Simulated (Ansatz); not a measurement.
# CH₆OSSi: basis-set convergence

How large a basis does CH₆OSSi need? Two functionals are run in growing sets.

The runs use Ansatz 0.2.0, Gaussian basis; one geometry, several basis sets.

Plan: PBE0-D4/def2-SVP; ωB97M-V/def2-SVP; PBE0-D4/def2-QZVPP; ωB97M-V/def2-QZVPP; the functionals' def2-TZVPP values are taken from earlier runs.

**1. The relaxed structure**

All runs share one geometry, relaxed beforehand with PBE0-D4 in a triple-zeta def2 set.

SMILES `C[SiH](O)S`, 10 atoms, charge 0, spin multiplicity 1.

Atoms are counted from 1 here; the program's logs count them from 0.

Bond lengths: C1–Si2 1.852 Å, C1–H5 1.092 Å, C1–H6 1.093 Å, C1–H7 1.092 Å, Si2–O3 1.646 Å, Si2–S4 2.141 Å, Si2–H8 1.487 Å, O3–H9 0.959 Å, S4–H10 1.344 Å. Angles: Si2–C1–H5 110.6°, Si2–C1–H6 110.2°, Si2–C1–H7 110.7°, H5–C1–H6 108.7°, H5–C1–H7 108.5°, H6–C1–H7 108.1°, C1–Si2–O3 105.8°, C1–Si2–S4 113.0°, C1–Si2–H8 112.4°, O3–Si2–S4 112.0°, O3–Si2–H8 111.7°, S4–Si2–H8 102.1°, Si2–O3–H9 116.8°, Si2–S4–H10 94.6°.

**2. PBE0-D4 in def2-SVP**

Contents of in.yaml:

```yaml
crystal:
  periodic: [false, false, false]
  atoms:
    - {symbol: C, position_ang: [-0.953409, 0.912915, -0.368439]}
    - {symbol: Si, position_ang: [-0.031711, -0.579071, 0.226523]}
    - {symbol: O, position_ang: [0.661082, -0.139145, 1.653423]}
    - {symbol: S, position_ang: [1.417168, -1.286259, -1.182570]}
    - {symbol: H, position_ang: [-1.481660, 0.692266, -1.297872]}
    - {symbol: H, position_ang: [-1.681638, 1.230231, 0.382151]}
    - {symbol: H, position_ang: [-0.267473, 1.743848, -0.548651]}
    - {symbol: H, position_ang: [-0.914792, -1.764534, 0.386845]}
    - {symbol: H, position_ang: [1.285072, -0.756357, 2.039201]}
    - {symbol: H, position_ang: [2.050562, -0.104994, -1.287811]}
basis:
  gaussian: {orbitals: def2-SVP}
hamiltonian: {xc: pbe0, dispersion: d4}
output: {orbitals: {seedname: orbitals}}
```

The runs that follow: ωB97M-V in def2-SVP; PBE0-D4 in def2-QZVPP; ωB97M-V in def2-QZVPP.

Before running them: what should the planned runs give, taken together? Wanted: PBE0-D4: double and triple zeta above quadruple; ωB97M-V: double and triple zeta above quadruple.

As calculated:

| quantity | value |
| --- | --- |
| PBE0-D4: double and triple zeta above quadruple | 11.39, 0.80 eV |
| ωB97M-V: double and triple zeta above quadruple | 11.49, 0.76 eV |

In words: For PBE0-D4 the step from double to triple zeta gains 10.59 eV and the next only 0.80 eV. Total energies overstate the basis error of differences, where much of it tends to cancel. The LUMO of ωB97M-V is positive and keeps falling with the basis (3.01 to 1.53 eV): an unbound level that the basis holds in place.
